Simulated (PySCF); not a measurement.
# C4H6BF: the cost of one run

The runs use PySCF 2.14.0, with density-fitted response routines of our own; the level of theory stands in each step. All values are computed, except where a source is named. Atoms are numbered from 0 throughout.

## Step 1: Starting geometry

12 atoms, charge 0, multiplicity 1; geometry from: GFN2-xTB. The atoms were then displaced at random by about 0.01 Å, so the start is not that level's minimum.

Bonds of the start (Å): C0–C1 1.35, C1–C2 1.45, C2–C3 1.30, C3–B4 1.57, B4–F5 1.33, C0–H6 1.06, C0–H7 1.10, C1–H8 1.06, C2–H9 1.10, C3–H10 1.11, B4–H11 1.16.

## Step 2: Geometry optimisation at PBE0-D3(BJ)/def2-SVP

The job: settings as JSON, then the geometry in Å.

```
{"job": {"xc": "PBE0", "basis": "def2-SVP", "d3": "d3bj", "grid": 1, "shake": 0.01, "kind": "geom"}, "charge": 0, "multiplicity": 1}
C      2.225050     0.214650    -0.740530
C      0.944680    -0.118060    -0.472590
C      0.077720     0.650460     0.394310
C     -1.143710     0.355300     0.719710
B     -2.022060    -0.857120     0.237550
F     -3.265860    -0.932930     0.693980
H      2.841510    -0.342360    -1.398330
H      2.661990     1.132760    -0.325390
H      0.525100    -1.000260    -0.886760
H      0.555640     1.540210     0.831090
H     -1.681570     1.040880     1.406700
H     -1.678790    -1.711810    -0.468770
```

The run is started by

```sh
OMP_NUM_THREADS=1 python probes_run.py task.json out
```

This one command runs all jobs of the session in turn.

**Question.** How long does this first job take on 1 thread of Arm Neoverse V1, shared host, and how much memory does it need?

About 42 s, with a peak of 0.47 GiB.
